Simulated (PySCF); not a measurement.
**Si2H4Cl2O (SMILES Cl[SiH2]O[SiH2]Cl): levels of theory compared**

Aim: a comparison of 6 runs (HF/6-311G**, B3LYP/3-21G, B3LYP/6-31G*, PBE0/6-311G**, B2PLYP/def2-TZVP) of Si2H4Cl2O. Input form: a Python script.

The calculation is run with PySCF 2.14.0.

## Step 1: The structure to begin with

The species is Si2H4Cl2O (9 atoms), meant as a singlet with charge 0. SMILES: `Cl[SiH2]O[SiH2]Cl`. The shape is that of a PBE0-D4/def2-TZVP optimisation. This is one conformer, not always the lowest.

Bond lengths: Cl1–Si2 2.049 Å, Si2–O3 1.628 Å, O3–Si4 1.628 Å, Si4–Cl5 2.049 Å, Si2–H6 1.477 Å, Si2–H7 1.475 Å, Si4–H8 1.475 Å, Si4–H9 1.477 Å. Some angles: Cl1–Si2–O3 109.8°, Si2–O3–Si4 144.3°, O3–Si4–Cl5 109.8°, Cl1–Si2–H6 107.7°, Cl1–Si2–H7 108.3°, O3–Si2–H6 110.3°, O3–Si2–H7 108.0°, O3–Si4–H8 108.0°, O3–Si4–H9 110.3°, Cl5–Si4–H8 108.3°.

## Step 2: Energy and forces at HF/6-311G(d,p) (run 1)

Input file input.py:

```python
import pyscf.grad
from pyscf import gto

mol = gto.M(
    atom='''
Cl  -1.749600   1.875000   0.527500
Si  -0.055000   0.956000   1.221400
O    0.171300  -0.451700   0.434800
Si   0.147900  -1.169200  -1.026700
Cl   1.077500   0.029400  -2.404200
H    1.081800   1.866900   0.979500
H   -0.246000   0.652600   2.652400
H    0.904400  -2.431700  -0.926500
H   -1.243900  -1.373800  -1.475300
''',
    max_memory=1860,
    basis='6-311g**',
    verbose=4,
)

calc0 = mol.RHF()
calc0.conv_tol = 1e-10
calc0.kernel()
if not calc0.converged:
    calc0 = calc0.newton().run(calc0.mo_coeff, calc0.mo_occ)

etot = calc0.e_tot
print('Final energy', etot)
grad = calc0.Gradients().kernel()
dip = calc0.dip_moment()
pop, q = calc0.mulliken_pop()
```

Started as:

```console
$ OMP_NUM_THREADS=1 python input.py
```

Output:

```text
PySCF version 2.14.0

[... 63 lines left out ...]
converged SCF energy = -1574.30398193805
Final energy -1574.3039819380506
[... 11 lines left out ...]
Dipole moment(X, Y, Z, Debye):  0.49929, -1.38490,  1.35600
[... 156 lines left out ...]
charge of    8H =     -0.18180
```

It took 24 s on 1 thread of Intel Xeon at 2.70GHz, shared host; peak memory 0.55 GiB.

## Step 3: Energy and gradient at B3LYP/3-21G (run 2)

Input file job.py:

```python
from pyscf import gto, dft

system = gto.Mole()
system.atom = [
    ('Cl', (-1.749600, 1.875000, 0.527500)),
    ('Si', (-0.055000, 0.956000, 1.221400)),
    ('O', (0.171300, -0.451700, 0.434800)),
    ('Si', (0.147900, -1.169200, -1.026700)),
    ('Cl', (1.077500, 0.029400, -2.404200)),
    ('H', (1.081800, 1.866900, 0.979500)),
    ('H', (-0.246000, 0.652600, 2.652400)),
    ('H', (0.904400, -2.431700, -0.926500)),
    ('H', (-1.243900, -1.373800, -1.475300)),
]
system.basis = '3-21g'
system.max_memory = 1860
system.spin = 0
system.charge = 0
system.verbose = 3
system.build()

mf = dft.RKS(system)
mf.xc = 'b3lyp'
mf.grids.level = 5
mf.conv_tol = 1e-10
mf.kernel()
if not mf.converged:
    mf = mf.newton().run(mf.mo_coeff, mf.mo_occ)

etot = mf.e_tot
print('E(%s) = %.9f' % ('B3LYP', etot))
grad = mf.nuc_grad_method().kernel()
mf.analyze()
```

Started as:

```console
$ OMP_NUM_THREADS=1 python job.py
```

Output:

```text
converged SCF energy = -1569.2834720109
[... 14 lines left out ...]
MO #5   energy= -19.0805526294768  occ= 2
[... 7 lines left out ...]
MO #13  energy= -7.15558090851086  occ= 2
[... 7 lines left out ...]
MO #21  energy= -3.69542975887587  occ= 2
[... 7 lines left out ...]
MO #29  energy= -0.451688208476865 occ= 2
[... 7 lines left out ...]
MO #37  energy= -0.322168642795579 occ= 2
[... 7 lines left out ...]
MO #45  energy= 0.132402576161414  occ= 0
[... 7 lines left out ...]
MO #53  energy= 0.499595344864898  occ= 0
[... 7 lines left out ...]
MO #61  energy= 0.808297454840468  occ= 0
[... 7 lines left out ...]
MO #69  energy= 2.75607565841588   occ= 0
[... 10 lines left out ...]
Dipole moment(X, Y, Z, Debye):  0.63447, -1.75873,  1.72162
```

Run time: 21 s. Hardware: 1 thread of Intel Xeon at 2.70GHz, shared host; peak memory 0.69 GiB.

Runs 3 to 4 aren't shown in full; the table further down has their settings and results.

## Step 4: Energy and gradient at PBE0/6-311G(d,p) (run 5)

Input file input.py:

```python
import pyscf.grad
from pyscf import gto, dft

mol = gto.Mole()
mol.atom = '''
Cl  -1.749600   1.875000   0.527500
Si  -0.055000   0.956000   1.221400
O    0.171300  -0.451700   0.434800
Si   0.147900  -1.169200  -1.026700
Cl   1.077500   0.029400  -2.404200
H    1.081800   1.866900   0.979500
H   -0.246000   0.652600   2.652400
H    0.904400  -2.431700  -0.926500
H   -1.243900  -1.373800  -1.475300
'''
mol.verbose = 4
mol.charge = 0
mol.max_memory = 1860
mol.basis = '6-311g**'
mol.build()

ks = dft.RKS(mol, xc='pbe0')
ks.grids.level = 5
ks.conv_tol = 1e-10
ks.kernel()
if not ks.converged:
    ks = ks.newton().run(ks.mo_coeff, ks.mo_occ)

e_final = ks.e_tot
print('Final energy', e_final)
grad = ks.Gradients().kernel()
ks.analyze()
```

Started as:

```console
$ OMP_NUM_THREADS=1 python input.py
```

Output:

```text
PySCF version 2.14.0

[... 100 lines left out ...]
MO #2   energy= -101.732795453662  occ= 2
[... 17 lines left out ...]
MO #20  energy= -3.72629533412715  occ= 2
[... 17 lines left out ...]
MO #38  energy= 0.00164154897801706 occ= 0
[... 17 lines left out ...]
MO #56  energy= 0.309656497931236  occ= 0
[... 17 lines left out ...]
MO #74  energy= 0.845638985924609  occ= 0
[... 17 lines left out ...]
MO #92  energy= 1.2906780834098    occ= 0
[... 17 lines left out ...]
MO #110 energy= 2.18049569298949   occ= 0
[... 17 lines left out ...]
MO #128 energy= 9.59899640811321   occ= 0
[... 17 lines left out ...]
MO #146 energy= 215.809446086138   occ= 0
[... 158 lines left out ...]
Dipole moment(X, Y, Z, Debye):  0.45191, -1.25342,  1.22735
```

Run time: 64 s. Hardware: 1 thread of Intel Xeon at 2.70GHz, shared host; peak memory 1.7 GiB.

## Step 5: The energy at B2PLYP/def2-TZVP (run 6)

Input file job.py:

```python
# Cl[SiH2]O[SiH2]Cl
from pyscf import gto, dft, mp

mol = gto.Mole()
mol.atom = [
    ('Cl', (-1.749600, 1.875000, 0.527500)),
    ('Si', (-0.055000, 0.956000, 1.221400)),
    ('O', (0.171300, -0.451700, 0.434800)),
    ('Si', (0.147900, -1.169200, -1.026700)),
    ('Cl', (1.077500, 0.029400, -2.404200)),
    ('H', (1.081800, 1.866900, 0.979500)),
    ('H', (-0.246000, 0.652600, 2.652400)),
    ('H', (0.904400, -2.431700, -0.926500)),
    ('H', (-1.243900, -1.373800, -1.475300)),
]
mol.max_memory = 1860
mol.charge = 0
mol.basis = 'def2-tzvp'
mol.verbose = 4
mol.spin = 0
mol.build()

mf = dft.RKS(mol, xc='0.53*HF + 0.47*B88, 0.73*LYP')
mf.conv_tol = 1e-10
mf.grids.level = 5
mf.kernel()
if not mf.converged:
    mf = mf.newton().run(mf.mo_coeff, mf.mo_occ)

pt = mp.MP2(mf, frozen=21).run()
e_final = mf.e_tot + 0.27 * pt.e_corr
print('PT2 part  %.8f' % (0.27 * pt.e_corr))
print('E(%s) = %.9f' % ('B2PLYP', e_final))
mf.analyze()
```

Started as:

```console
$ OMP_NUM_THREADS=1 python job.py
```

Output:

```text
PySCF version 2.14.0

[... 101 lines left out ...]
MO #3   energy= -67.2930913211055  occ= 2
[... 24 lines left out ...]
MO #28  energy= -0.517092665287632 occ= 2
[... 24 lines left out ...]
MO #53  energy= 0.265243530180382  occ= 0
[... 24 lines left out ...]
MO #78  energy= 0.670559188916102  occ= 0
[... 24 lines left out ...]
MO #103 energy= 1.24082487936619   occ= 0
[... 24 lines left out ...]
MO #128 energy= 1.94944873638449   occ= 0
[... 24 lines left out ...]
MO #153 energy= 2.38566190530139   occ= 0
[... 24 lines left out ...]
MO #178 energy= 5.36581389410214   occ= 0
[... 24 lines left out ...]
MO #203 energy= 44.2732576265374   occ= 0
[... 215 lines left out ...]
Dipole moment(X, Y, Z, Debye):  0.35000, -0.97123,  0.95126
```

It took 3.1 min on 1 thread of Intel Xeon at 2.70GHz, shared host; peak memory 1.7 GiB.

## Step 6: All runs side by side

```tsv
run	level	integration grid	Cartesian functions	energy (Eh)	dipole moment (D)	HOMO energy (eV)	LUMO energy (eV)	wall time
1	HF/6-311G**	–	no	-1574.303982	2.00	-12.39	3.23	24 s
2	B3LYP/3-21G	5	no	-1569.283472	2.54	-8.77	0.27	21 s
3	B3LYP/6-31G* (spherical functions)	5	no	-1577.178364	1.79	-8.68	0.12	46 s
4	B3LYP/6-31G* (Cartesian functions)	5	yes	-1577.189412	1.78	-8.68	0.08	47 s
5	PBE0/6-311G**	5	no	-1576.616239	1.81	-9.07	0.04	64 s
6	B2PLYP/def2-TZVP	5	no	-1576.741740	1.40	-10.21	1.27	3.1 min
```

## Step 7: Summary of results

```
                                  quantity           value
                       run 6: total energy  -1576.74174 Eh
           run 6: dipole moment (SCF part)          1.40 D
  run 6: HOMO energy (SCF part's orbitals)       -10.21 eV
  run 6: LUMO energy (SCF part's orbitals)         1.27 eV
run 6: HOMO–LUMO gap (SCF part's orbitals)        11.48 eV
```

In words: The dipole moment (its size) runs from 1.40 D (B2PLYP/def2-TZVP) to 2.54 D (B3LYP/3-21G). The two ends differ in method and basis. A double hybrid's value is that of its SCF part. The HOMO–LUMO gap runs from 8.75 eV (B3LYP/6-31G*) to 15.62 eV (HF/6-311G**). Totals of different functionals can't be ranked against each other. All runs together took 6.5 min, the longest 3.1 min.
